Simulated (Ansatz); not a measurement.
# LiMg: a relaxation

Wanted: a converged relaxation for LiMg, and a check of what comes out. The structure is shown as the input types it.

Method: DFT, r2SCAN, PAW with Ansatz's default frozen-core files, scalar-relativistic; relaxation of cell and atoms, in Ansatz 0.2.0.

## (1) Starting point

Symmetry: P-6m2, No. 187, hexagonal system. Conventional cell: a = 3.108 Å, b = 3.108 Å, c = 5.025 Å, α = 90.00°, β = 90.00°, γ = 120.00°. Li (site symmetry -6m2) has 6 Mg at 3.09 Å and 6 Li at 3.11 Å as nearest neighbours. Mg (site symmetry -6m2) has 6 Li at 3.09 Å and 6 Mg at 3.11 Å as nearest neighbours.

Coordinates:

```
CELL_PARAMETERS angstrom
3.10850 0.00000 0.00000
-1.55425 2.69204 0.00000
0.00000 0.00000 5.02547
ATOMIC_POSITIONS crystal
Li 0.00000 0.00000 0.00000
Mg 0.66667 0.33333 0.50000
```

## (2) The run

File input.yaml:

```yaml
crystal:
  lattice:
    - [3.10849751746, 0.0, 0.0]
    - [-1.55424875873, 2.69203781772, 0.0]
    - [0.0, 0.0, 5.02546768]
  atoms:
    - { symbol: Li, position: [0.0, 0.0, 0.0] }
    - { symbol: Mg, position: [0.666666666667, 0.333333333333, 0.5] }
kpoints:
  mp_grid: { grid: [18, 18, 10] }
scf:
  occupations: { method: fermi_dirac, width: 0.3 }
  n_extra_bands: 0
  max_iter: 100
hamiltonian:
  xc: r2scan
  pseudopotentials: { kind: paw }
relax:
  f_tol: 0.002
  max_steps: 80
  cell: {}
output:
  forces: true
  stress: true
```

On the command line:

```bash
> ansatz run input.yaml --threads 1 --pin off --max-ram 2560MiB --backend cpu --events-out ev --progress --plain --runs-dir out
```

Q: Will this input give a usable result? If not, why, and what should change?

Nothing was computed: the input was turned down at the start. It says: «inconsistent input (scf.n_extra_bands, scf.occupations.method): n_bands = 7 leaves no empty band above the 7 bands per channel that the deck's 13 electrons occupy ...»

The suspect setting: scf.occupations.width is 0.3; scf.n_extra_bands is 0. Too few bands are solved: occupations with a smearing or a moment need empty bands above the filled ones.

Remedy: delete scf.n_extra_bands (the default then holds) and set scf.occupations.width to 0.1.
